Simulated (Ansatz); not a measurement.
# Al3BP2: the cost of one run

Computed with Ansatz 0.2.0 (DFT PBE, scalar-relativistic, plane waves, PAW, unless a step's input says otherwise).

1 further run of the same task is left out (it didn't finish).

## 1. The starting structure

It takes space group R-3m (No. 166, trigonal). Conventional cell: a = 5.182 Å, b = 5.182 Å, c = 12.512 Å, α = 90.00°, β = 90.00°, γ = 120.00°. Al (site symmetry 2/m) is surrounded by 2 B at 2.57 Å and 4 Al at 2.59 Å and 6 P at 3.02 Å. B (site symmetry -3m) is surrounded by 6 Al at 2.57 Å. P (site symmetry 3m) is surrounded by 9 Al at 3.02 Å and 3 B at 3.04 Å and 1 P at 3.09 Å.

Structure file:

```
Al B P
1.0
     2.59110    1.49597    4.17054
    -2.59110    1.49597    4.17054
     0.00000   -2.99195    4.17054
Al B P
3 1 2
Cartesian
  -1.2956 -0.7480 4.1705
  0.0000 1.4960 4.1705
  1.2956 -0.7480 4.1705
  0.0000 0.0000 6.2558
  0.0000 0.0000 1.5459
  0.0000 0.0000 10.9657
```

The cell is invented: species swapped into a database cell of Eu2Al3Ag (R-3m, No. 166), with P on the Eu sites and B on the Ag sites. The dimensions are guesses.

## 2. Probe: one point on a coarse mesh

input.yaml reads:

```yaml
crystal:
  lattice:
    - [2.59110072, 1.4959727, 4.17053651]
    - [-2.59110072, 1.4959727, 4.17053651]
    - [0.0, -2.99194539, 4.17053651]
  atoms:
    - { symbol: Al, position: [0.0, 0.5, 0.5] }
    - { symbol: Al, position: [0.5, 0.5, 0.0] }
    - { symbol: Al, position: [0.5, 0.0, 0.5] }
    - { symbol: B, position: [0.5, 0.5, 0.5] }
    - { symbol: P, position: [0.123557, 0.123557, 0.123557] }
    - { symbol: P, position: [0.876443, 0.876443, 0.876443] }
basis:
  ecutwfc: 420
kpoints:
  mp_grid: { grid: [6, 6, 6] }
hamiltonian:
  xc: pbe
scf:
  occupations: { method: gaussian, width: 0.1 }
  lower_state_search: "off"
output:
  forces: true
  stress: true
  eigenvalues: true
```

Run with:

```sh
$ ansatz run input.yaml --threads 1 --pin off --max-ram 2560MiB --backend cpu --events-out ev --progress --plain --runs-dir out
```

**Question.** How long does this run take on 1 thread of Intel Xeon at 2.70GHz, shared host, and how much memory does it need?

About 6.3 s, with a peak of 0.39 GiB.
